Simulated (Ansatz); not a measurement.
# AlFH3O2: the cost of one run

Program: Ansatz 0.2.0. Level of theory: UHF/6-31G*. These are calculated values, not measurements.

### 1 Starting point

Bond lengths: Al1–H2 1.810 Å, Al1–O3 1.780 Å, O3–H4 1.010 Å, Al1–O5 1.780 Å, O5–H6 1.010 Å. Angles: H2–Al1–O3 120.0°, H2–Al1–O5 120.0°, O3–Al1–O5 120.0°, Al1–O3–H4 109.5°, Al1–O5–H6 109.5°.

Coordinates:

```xyz
7

Al    0.0000    0.0000    0.0000
H     0.0000    0.0000    1.8100
O     1.5415    0.0000   -0.8900
H     1.8414   -0.9519   -1.0449
O    -1.5415    0.0000   -0.8900
H    -2.0512   -0.8467   -0.6815
F     0.0000    0.0000    3.0300
```

### 2 A restrained relaxation towards end A

Springs on the bonds that form and break draw the guess towards this end; the thresholds are loose.

input.yaml

```yaml
crystal:
  periodic: [false, false, false]
  atoms:
    - { symbol: Al, position_ang: [0.0, 0.0, 0.0] }
    - { symbol: H, position_ang: [0.0, 0.0, 1.81] }
    - { symbol: O, position_ang: [1.5415, 0.0, -0.89] }
    - { symbol: H, position_ang: [1.8414, -0.9519, -1.0449] }
    - { symbol: O, position_ang: [-1.5415, 0.0, -0.89] }
    - { symbol: H, position_ang: [-2.0512, -0.8467, -0.6815] }
    - { symbol: F, position_ang: [0.0, 0.0, 3.03] }
magnetization:
  spin_polarized: true
  initial_magnetization: 1
basis:
  gaussian: { orbitals: "6-31G*" }
hamiltonian:
  xc: hf
relax:
  f_tol: 0.15
  max_steps: 25
  restrain:
    - { distance: [1, 6], at: 2.12, k: 30.0 }
    - { distance: [0, 1], at: 1.56, k: 30.0 }
output:
  orbitals: {}
```

Started as:

```console
> ansatz run input.yaml --threads 1 --pin off --max-ram 2048MiB --backend cpu --events-out ev --progress --plain --runs-dir out
```

Q: Estimate wall time and peak memory on 1 thread of Intel Xeon Platinum 8259CL at 2.50GHz (Skylake/Cascade Lake), shared host.

About 33 s, with a peak of 0.18 GiB.
